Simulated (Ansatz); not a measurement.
# triplet SnNH2F: levels of theory compared

Wanted: a comparison of 6 runs (UB3LYP/def2-SVP, UBHLYP/def2-SVP, UHSE06/def2-SVP, UPBE/def2-SVP, UMP2/def2-SVP, UBCCD(T)/def2-SVP) of triplet SnNH2F. 

Program for the calculation: Ansatz 0.2.0.

69 further runs of the same task are left out: 69 set aside as unsound or not needed.

### 1 The system as given

SnNH2F has 5 atoms, charge 0, and is taken as a triplet. As SMILES of the parent species, `[NH2][Sn][F]`. Geometry: relaxed at PBE0-D4/def2-TZVP. This is one conformer, not always the lowest. That shape belongs to the parent species and isn't relaxed for this state.

Bond lengths: N1–Sn2 2.003 Å, Sn2–F3 1.951 Å, N1–H4 1.008 Å, N1–H5 1.010 Å. Angles: N1–Sn2–F3 92.0°, Sn2–N1–H4 126.2°, Sn2–N1–H5 121.8°, H4–N1–H5 112.0°.

### 2 A single-point energy at UB3LYP/def2-SVP (core potential) (run 1)

Input file run.yaml:

```yaml
crystal:
  periodic: [false, false, false]
  atoms:
    - {symbol: "N", position_ang: [-0.302900, 0.495500, -0.393300]}
    - {symbol: Sn, position_ang: [0.338900, -0.053700, 1.423200]}
    - {symbol: F, position_ang: [0.966900, -1.775900, 0.754300]}
    - {symbol: H, position_ang: [-0.746800, 1.369300, -0.629100]}
    - {symbol: H, position_ang: [-0.206200, -0.108900, -1.196600]}
basis:
  gaussian:
    orbitals: def2-SVP
magnetization:
  spin_polarized: true
  initial_magnetization: 2
hamiltonian:
  xc: {name: B3LYP}
accuracy: high
output:
  orbitals: {seedname: orbitals}
```

The run is started by

```bash
$ ansatz run run.yaml --threads 1 --pin off --max-ram 3480MiB --events-out events.jsonl --progress --plain --runs-dir runs
```

Output:

```text
Warning: RAYON_NUM_THREADS=1 ignored (pool sized by the plan → 1); use --threads N
Functional definition: B3LYP
  name "B3LYP"
  parameter a0 = 0.2
  parameter ax = 0.72
  parameter ac = 0.81
  exchange = (1 - a0 - ax)*slater_x + ax*b88_x + a0*exact_x
  correlation = (1 - ac)*vwn_rpa_c + ac*lyp_c
1479 factors; integrals over basis functions are off by at most 3.2e-9 eV
mean field evaluation 1: about -10058.1447 eV, gradient 4.7e1 eV
mean field evaluation 2: about -10006.1589 eV, gradient 9.6e1 eV
mean field evaluation 4: about -10062.8251 eV, gradient 2.8e1 eV
mean field evaluation 8: about -10067.0492 eV, gradient 5.9e-1 eV
mean field evaluation 16: about -10067.1313 eV, gradient 3.8e-2 eV
mean field evaluation 32: about -10067.1840 eV, gradient 2.4e-8 eV
mean field -10067.18395794 eV, -369.9621866720 hartree, gradient 2.4e-8 eV, S^2 2.005733; 3 other end points of the search recorded, 0 dependent functions left out
reference -10067.18399003 eV, -369.9621878512 hartree; 21, 19 occupied and 43, 45 virtual orbitals, 1479 factors
Total energy: -10067.18399003 eV, -369.9621878512 hartree
```

Run time: 22 s. Hardware: 1 thread of Arm Neoverse V1, shared host; peak memory 0.27 GiB.

### 3 The energy at UBHLYP/def2-SVP (core potential) (run 2)

Input file input.yaml:

```yaml
crystal:
  periodic: [false, false, false]
  atoms:
    - {symbol: "N", position_ang: [-0.302900, 0.495500, -0.393300]}
    - {symbol: Sn, position_ang: [0.338900, -0.053700, 1.423200]}
    - {symbol: F, position_ang: [0.966900, -1.775900, 0.754300]}
    - {symbol: H, position_ang: [-0.746800, 1.369300, -0.629100]}
    - {symbol: H, position_ang: [-0.206200, -0.108900, -1.196600]}
basis:
  gaussian: {orbitals: def2-SVP}
magnetization: {spin_polarized: true, initial_magnetization: 2}
hamiltonian: {xc: {name: BHLYP}}
accuracy: high
output: {orbitals: {seedname: orbitals}}
```

The run is started by

```bash
$ ansatz run input.yaml --threads 1 --pin off --max-ram 3480MiB --events-out events.jsonl --progress --plain --runs-dir runs
```

Output:

```text
Warning: RAYON_NUM_THREADS=1 ignored (pool sized by the plan → 1); use --threads N
Functional definition: BHLYP
  name "BHLYP"
  parameter a = 0.5
  exchange = (1 - a)*b88_x + a*exact_x
  correlation = lyp_c
1479 factors; integrals over basis functions are off by at most 3.2e-9 eV
mean field evaluation 1: about -10055.3384 eV, gradient 3.8e1 eV
mean field evaluation 2: about -10045.4484 eV, gradient 5.7e1 eV
mean field evaluation 4: about -10061.1614 eV, gradient 4.7e0 eV
mean field evaluation 8: about -10061.3286 eV, gradient 1.3e-1 eV
mean field evaluation 16: about -10061.3292 eV, gradient 3.0e-4 eV
mean field evaluation 32: about -10061.3292 eV, gradient 1.3e-6 eV
mean field -10061.32915613 eV, -369.7470266738 hartree, gradient 3.3e-8 eV, S^2 2.007291; 2 other end points of the search recorded, 0 dependent functions left out
reference -10061.32917800 eV, -369.7470274777 hartree; 21, 19 occupied and 43, 45 virtual orbitals, 1479 factors
Total energy: -10061.32917800 eV, -369.7470274777 hartree
```

Wall time 17 s (1 thread of Arm Neoverse V1, shared host); peak memory 0.28 GiB.

### 4 A single-point energy at UHSE06/def2-SVP (core potential) (run 3)

Input file input.yaml:

```yaml
crystal:
  periodic: [false, false, false]
  atoms:
    - {symbol: N, position_ang: [-0.302900, 0.495500, -0.393300]}
    - {symbol: Sn, position_ang: [0.338900, -0.053700, 1.423200]}
    - {symbol: F, position_ang: [0.966900, -1.775900, 0.754300]}
    - {symbol: H, position_ang: [-0.746800, 1.369300, -0.629100]}
    - {symbol: H, position_ang: [-0.206200, -0.108900, -1.196600]}
basis:
  gaussian:
    orbitals: def2-SVP
magnetization:
  spin_polarized: true
  initial_magnetization: 2
hamiltonian:
  xc: {name: HSE06}
accuracy: high
output:
  orbitals: {seedname: orbitals}
```

The run is started by

```bash
$ ansatz run input.yaml --threads 1 --pin off --max-ram 3480MiB --events-out events.jsonl --progress --plain --runs-dir runs
```

Output:

```text
Warning: RAYON_NUM_THREADS=1 ignored (pool sized by the plan → 1); use --threads N
Functional definition: HSE06
  name "HSE06"
  parameter a = 0.25
  parameter omega = 0.11/bohr
  exchange = pbe_x - a*pbe_x_sr(omega) + a*exact_x_sr(omega)
  correlation = pbe_c
1479 factors; integrals over basis functions are off by at most 3.2e-9 eV
88 factors; integrals over basis functions are off by at most 1.1e-9 eV
mean field evaluation 1: about -10052.7778 eV, gradient 4.4e1 eV
mean field evaluation 2: about -10004.9016 eV, gradient 9.1e1 eV
mean field evaluation 4: about -10060.1513 eV, gradient 1.3e1 eV
mean field evaluation 8: about -10060.8567 eV, gradient 8.5e-1 eV
mean field evaluation 16: about -10060.8606 eV, gradient 9.0e-4 eV
mean field evaluation 32: about -10060.8664 eV, gradient 4.4e-5 eV
mean field -10060.86640913 eV, -369.7300210355 hartree, gradient 1.6e-8 eV, S^2 2.006204; 3 other end points of the search recorded, 0 dependent functions left out
reference -10060.86641232 eV, -369.7300211525 hartree; 21, 19 occupied and 43, 45 virtual orbitals, 1479 factors
Total energy: -10060.86641232 eV, -369.7300211525 hartree
```

Wall time 25 s (1 thread of Arm Neoverse V1, shared host); peak memory 0.28 GiB.

Runs 4 to 5 aren't shown in full; the table further down has their settings and results.

### 5 The energy at UBCCD(T)/def2-SVP (core potential) (run 6)

Input file job.yaml:

```yaml
basis:
  gaussian: {orbitals: def2-SVP}
crystal:
  periodic: [false, false, false]
  atoms:
    - {symbol: N, position_ang: [-0.302900, 0.495500, -0.393300]}
    - {symbol: Sn, position_ang: [0.338900, -0.053700, 1.423200]}
    - {symbol: F, position_ang: [0.966900, -1.775900, 0.754300]}
    - {symbol: H, position_ang: [-0.746800, 1.369300, -0.629100]}
    - {symbol: H, position_ang: [-0.206200, -0.108900, -1.196600]}
magnetization: {spin_polarized: true, initial_magnetization: 2}
correlation: {method: bccd_t, frozen_orbitals: {F: 1, H: 0, "N": 1, Sn: 4}}
accuracy: high
scf: {omitted_lower_state_checks: [cluster_reference, increment]}
```

The run is started by

```bash
$ ansatz run job.yaml --threads 1 --pin off --max-ram 3480MiB --events-out events.jsonl --progress --plain --runs-dir runs
```

Output:

```text
Warning: RAYON_NUM_THREADS=1 ignored (pool sized by the plan → 1); use --threads N
[... 14 lines left out ...]
6 core orbitals not correlated: weight in the atoms' cores, before any rotation towards them, 1.000 or more for the frozen orbitals, at most 0.000 for the correlated occupied ones
[... 34 lines left out ...]
Total energy: -10032.26553342 eV, -368.6789582393 hartree
Checks for a lower state left out: cluster_reference, increment
```

Run time: 51 s. Hardware: 1 thread of Arm Neoverse V1, shared host; peak memory 0.63 GiB.

### 6 The series

```tsv
run	level	frozen core orbitals	energy (Eh)	HOMO energy (eV)	⟨S²⟩	wall time
1	UB3LYP/def2-SVP (core potential)	–	-369.962188	-3.68	2.006	22 s
2	UBHLYP/def2-SVP (core potential)	–	-369.747027	-4.98	2.007	17 s
3	UHSE06/def2-SVP (core potential)	–	-369.730021	-3.70	2.006	25 s
4	UPBE/def2-SVP (core potential)	–	-369.731357	-2.91	2.003	15 s
5	UMP2/def2-SVP (core potential)	6	-368.650704	–	2.010	5.1 s
6	UBCCD(T)/def2-SVP (core potential)	6	-368.678958	–	2.010	51 s
```

### 7 Summary of results

| quantity | value |
| --- | --- |
| run 6: total energy | -368.67896 Eh |
| run 6: correlation energy (6 core orbitals frozen) | -461.6 mEh |
| run 6: (T) correction | -11.85 mEh |
| run 6: ⟨S²⟩ of the reference determinant | 2.010 |

What this shows: Totals of different functionals can't be ranked against each other. All runs together took 2.2 min, the longest 51 s.
